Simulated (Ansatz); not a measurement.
LaBi:

```xyz
2
Lattice="0.0000 3.2825 3.2825 3.2825 0.0000 3.2825 3.2825 3.2825 0.0000" Properties=species:S:1:pos:R:3 pbc="T T T"
Bi    3.2825    3.2825    3.2825
La    0.0000    0.0000    0.0000
```

```yaml
Program: Ansatz 0.2.0
Task: relaxation of cell and atoms
Functional: PBE
Potentials_or_basis: Ansatz PAW
Cutoff: "420 eV (not typed: the program's choice for these potentials)"
k_mesh: 7 × 7 × 7
Occupations: fermi-dirac, width 0.05 eV
Spin: no spin polarisation
```

At the start: volume 35.37 Å³/atom.

How do energy, volume and symmetry change on relaxing?

It ends after 5 steps and the volume is 36.94 Å³/atom (+4.5 %); space group Fm-3m (No. 225, to 0.05 Å).

The path:
| step | energy change (eV) | largest force (eV/Å) | volume (Å³) |
| --- | --- | --- | --- |
| 1 | 0.0000 | 0.0000 | 70.74 |
| 2 | -0.0146 | 0.0000 | 75.73 |
| 3 | -0.0212 | 0.0000 | 74.02 |
| 4 | -0.0212 | 0.0000 | 73.89 |
| 5 | -0.0215 | 0.0000 | 73.89 |

Final structure:
```
CELL_PARAMETERS angstrom
0.00000 3.33054 3.33054
3.33054 0.00000 3.33054
3.33054 3.33054 0.00000
ATOMIC_POSITIONS crystal
Bi 0.50000 0.50000 0.50000
La 0.00000 0.00000 0.00000
```

Caveat: the plane-wave basis is chosen anew once the cell has moved, so the energies of steps on either side of that aren't comparable.
